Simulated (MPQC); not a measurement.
# BeCl2 (SMILES [Cl][Be][Cl]), step by step

Wanted: a structure relaxation (KMLYP/pcseg-1), then a structure relaxation (KMLYP/aug-pcseg-0), then a geometry optimisation (KMLYP/aug-pcseg-1) of BeCl2. 

Program for the calculation: MPQC 2.3.1.

**1. The structure to begin with**

The species is BeCl2 (3 atoms), meant as a singlet with charge 0. As SMILES, `[Cl][Be][Cl]`. The shape comes from GFN2-xTB, which is rough for such elements, and wasn't checked as a minimum. The run starts from this shape.

Bond lengths: Be1–Cl2 1.762 Å, Be1–Cl3 1.761 Å. Angles: Cl2–Be1–Cl3 180.0°.

**2. A geometry optimisation at KMLYP/pcseg-1 (hessian update BFGS) (run 1)**

The input, input.in:

```
% BeCl2
molecule<Molecule>: (
  symmetry = c1
  unit = angstrom
  { atoms geometry } = {
    Be [ 0.000220     0.000130    -0.000220 ]
    Cl [ -0.016390    -0.020190     1.761270 ]
    Cl [ 0.016170     0.020060    -1.761060 ]
  }
)
basis<GaussianBasisSet>: (
  name = "pcseg-1"
  molecule = $:molecule
  basisdir = "."
  puream = yes
)
mpqc: (
  checkpoint = no
  savestate = no
  restart = no
  do_energy = yes
  do_gradient = no
  optimize = yes
  coor<SymmMolecularCoor>: (
    molecule = $:molecule
    generator<IntCoorGen>: ( molecule = $:molecule )
  )
  mole<CLKS>: (
    molecule = $:molecule
    basis = $:basis
    total_charge = 0
    memory = 1000000000
    print_evals = yes
    print_npa = yes
    maxiter = 70
    functional<StdDenFunctional>: ( name = "KMLYP" )
    integrator<RadialAngularIntegrator>: ( grid = fine )
    guess_wavefunction<ExtendedHuckelWfn>: (
      molecule = $:molecule
      total_charge = 0
      multiplicity = 1
      basis<GaussianBasisSet>: (
        name = "STO-3G"
        molecule = $:molecule
      )
    )
    coor = $..:coor
  )
  opt<QNewtonOpt>: (
    function = $..:mole
    max_iterations = 40
    update<BFGSUpdate>: ()
    convergence<MolEnergyConvergence>: (
      cartesian = yes
      energy = $..:..:mole
    )
  )
)
```

The basis set pcseg-1 is read from a file made from the Basis Set Exchange's data (not shown).

The run is started by

```console
$ mpqc -o input.out input.in
```

The log of the run:

```text
MPQC: Massively Parallel Quantum Chemistry
[...]
  CLSCF::init: total charge = 0
[...]
  nbasis = 45
[...]
  Integrated electron density error = 0.000224566533
  iter     1 energy = -931.9243124445 delta = 2.64713e-01
  Integrated electron density error = 0.000294168824
  iter     2 energy = -934.3030264691 delta = 7.55614e-02
[...]
    symmetry = c1
[...]
  Integrated electron density error = -0.000008366904
  iter     7 energy = -934.4112394385 delta = 1.94531e-06
  Integrated electron density error = -0.000008366875
  iter     8 energy = -934.4112394385 delta = 5.45314e-08
  Integrated electron density error = -0.000008366875
  iter     9 energy = -934.4112394385 delta = 7.77260e-09
[...]
  LUMO is    20   A =   0.003643
  total scf energy = -934.4112394385
[...]
  Integrated electron density error = -0.000008367453
  Total Gradient:
       1  Be   0.0000054363   0.0000032585  -0.0000148436
       2  Cl  -0.0000100722  -0.0000107278   0.0000073208
       3  Cl   0.0000046358   0.0000074694   0.0000075228
  Max Gradient     :   0.0000148436   0.0001000000  yes
  Max Displacement :   0.0000155572   0.0001000000  yes
  Gradient*Displace:   0.0000000003   0.0001000000  yes
[...]
  Value of the MolecularEnergy: -934.4112394385
[...]
```

Wall time 17 s (1 thread of Arm Neoverse V2, shared host).

Steps, from the record of the run:

```
step  energy from the first frame kept (eV)  largest force (eV/Å)
   0                                 0.0000                0.5964
   1                                -0.0050                0.4825
   2                                -0.0148                0.0274
   3                                -0.0148                0.0018
   4                                -0.0148                0.0008
```

After the run. Bond lengths: Be1–Cl2 1.787 Å, Be1–Cl3 1.787 Å. Angles: Cl2–Be1–Cl3 180.0°.

**3. A structure relaxation at KMLYP/aug-pcseg-0 (hessian update BFGS) (run 2)**

Changes to input.in since step 2:

```diff
@@ -11,3 +11,3 @@
 basis<GaussianBasisSet>: (
-  name = "pcseg-1"
+  name = "aug-pcseg-0"
   molecule = $:molecule
```

The basis set aug-pcseg-0 is read from a file made from the Basis Set Exchange's data (not shown).

The run is started by

```console
$ mpqc -o input.out input.in
```

The log of the run:

```text
MPQC: Massively Parallel Quantum Chemistry
[...]
  CLSCF::init: total charge = 0
[...]
  nbasis = 44
[...]
  Integrated electron density error = 0.000924344837
  iter     1 energy = -930.9225946387 delta = 2.69555e-01
  Integrated electron density error = 0.000346209163
  iter     2 energy = -933.1947440231 delta = 8.85509e-02
[...]
    symmetry = c1
[...]
  Integrated electron density error = 0.000007805522
  iter     6 energy = -933.3239342290 delta = 2.35066e-06
  Integrated electron density error = 0.000007805581
  iter     7 energy = -933.3239342343 delta = 7.58424e-06
  Integrated electron density error = 0.000007805788
  iter     8 energy = -933.3239342343 delta = 1.59367e-08
[...]
  LUMO is    20   A =  -0.032572
  total scf energy = -933.3239342343
[...]
  Integrated electron density error = 0.000007759670
  Total Gradient:
       1  Be   0.0000037284   0.0000022370  -0.0000097350
       2  Cl  -0.0000148682  -0.0000166841  -0.0000098356
       3  Cl   0.0000111398   0.0000144471   0.0000195706
  Max Gradient     :   0.0000195706   0.0001000000  yes
  Max Displacement :   0.0000874019   0.0001000000  yes
  Gradient*Displace:   0.0000000026   0.0001000000  yes
[...]
  Value of the MolecularEnergy: -933.3239342343
[...]
```

Run time: 16 s. Hardware: 1 thread of Arm Neoverse V2, shared host.

Step by step:

```
step  energy from the first frame kept (eV)  largest force (eV/Å)
   0                                 0.0000                1.8781
   1                                -0.0504                1.5375
   2                                -0.1651                0.2377
   3                                -0.1684                0.0326
   4                                -0.1685                0.0014
```

After the run. Bond lengths: Be1–Cl2 1.857 Å, Be1–Cl3 1.857 Å. Angles: Cl2–Be1–Cl3 180.0°.

**4. A structure relaxation at KMLYP/aug-pcseg-1 (hessian update BFGS) (run 3)**

Changes to input.in since step 3:

```diff
@@ -11,3 +11,3 @@
 basis<GaussianBasisSet>: (
-  name = "aug-pcseg-0"
+  name = "aug-pcseg-1"
   molecule = $:molecule
```

The basis set aug-pcseg-1 is read from a file made from the Basis Set Exchange's data (not shown).

The run is started by

```console
$ mpqc -o input.out input.in
```

The log of the run:

```text
MPQC: Massively Parallel Quantum Chemistry
[...]
  CLSCF::init: total charge = 0
[...]
  nbasis = 67
[...]
  Integrated electron density error = 0.000285197639
  iter     1 energy = -931.9154806276 delta = 1.81986e-01
  Integrated electron density error = 0.000294615465
  iter     2 energy = -934.2978936821 delta = 6.28697e-02
[...]
    symmetry = c1
[...]
  Integrated electron density error = -0.000009179997
  iter     7 energy = -934.4171828218 delta = 7.29034e-07
  Integrated electron density error = -0.000009179898
  iter     8 energy = -934.4171828218 delta = 5.79770e-08
  Integrated electron density error = -0.000009179898
  iter     9 energy = -934.4171828218 delta = 6.82771e-09
[...]
  LUMO is    20   A =  -0.013593
  total scf energy = -934.4171828218
[...]
  Integrated electron density error = -0.000009193500
  Total Gradient:
       1  Be   0.0000054092   0.0000032462  -0.0000153082
       2  Cl  -0.0000102480  -0.0000109335   0.0000075029
       3  Cl   0.0000048388   0.0000076874   0.0000078053
  Max Gradient     :   0.0000153082   0.0001000000  yes
  Max Displacement :   0.0000148403   0.0001000000  yes
  Gradient*Displace:   0.0000000003   0.0001000000  yes
[...]
  Value of the MolecularEnergy: -934.4171828218
[...]
```

Run time: 50 s. Hardware: 1 thread of Arm Neoverse V2, shared host; peak memory 0.3 GiB.

The path in brief:

```
step  energy from the first frame kept (eV)  largest force (eV/Å)
   0                                 0.0000                0.6561
   1                                -0.0060                0.5316
   2                                -0.0181                0.0334
   3                                -0.0182                0.0023
   4                                -0.0182                0.0009
```

After the run. Bond lengths: Be1–Cl2 1.790 Å, Be1–Cl3 1.790 Å. Angles: Cl2–Be1–Cl3 180.0°.

**5. Summary of results**

| quantity | value |
| --- | --- |
| run 1, KMLYP/pcseg-1: total energy at the end | -934.41124 Eh |
| run 1, KMLYP/pcseg-1: HOMO energy | -11.73 eV |
| run 1, KMLYP/pcseg-1: LUMO energy | 0.10 eV |
| run 1, KMLYP/pcseg-1: HOMO–LUMO gap | 11.83 eV |
| run 2, KMLYP/aug-pcseg-0: total energy at the end | -933.32393 Eh |
| run 2, KMLYP/aug-pcseg-0: HOMO energy | -11.98 eV |
| run 2, KMLYP/aug-pcseg-0: LUMO energy | -0.89 eV |
| run 2, KMLYP/aug-pcseg-0: HOMO–LUMO gap | 11.09 eV |
| run 3, KMLYP/aug-pcseg-1: total energy at the end | -934.41718 Eh |
| run 3, KMLYP/aug-pcseg-1: HOMO energy | -11.65 eV |
| run 3, KMLYP/aug-pcseg-1: LUMO energy | -0.37 eV |
| run 3, KMLYP/aug-pcseg-1: HOMO–LUMO gap | 11.28 eV |

**Reading.** The optimisation (run 1, KMLYP/pcseg-1) took 4 steps and changed the energy by -0.015 eV. The optimisation (run 2, KMLYP/aug-pcseg-0) took 4 steps and changed the energy by -0.168 eV. The optimisation (run 3, KMLYP/aug-pcseg-1) took 4 steps and changed the energy by -0.018 eV.
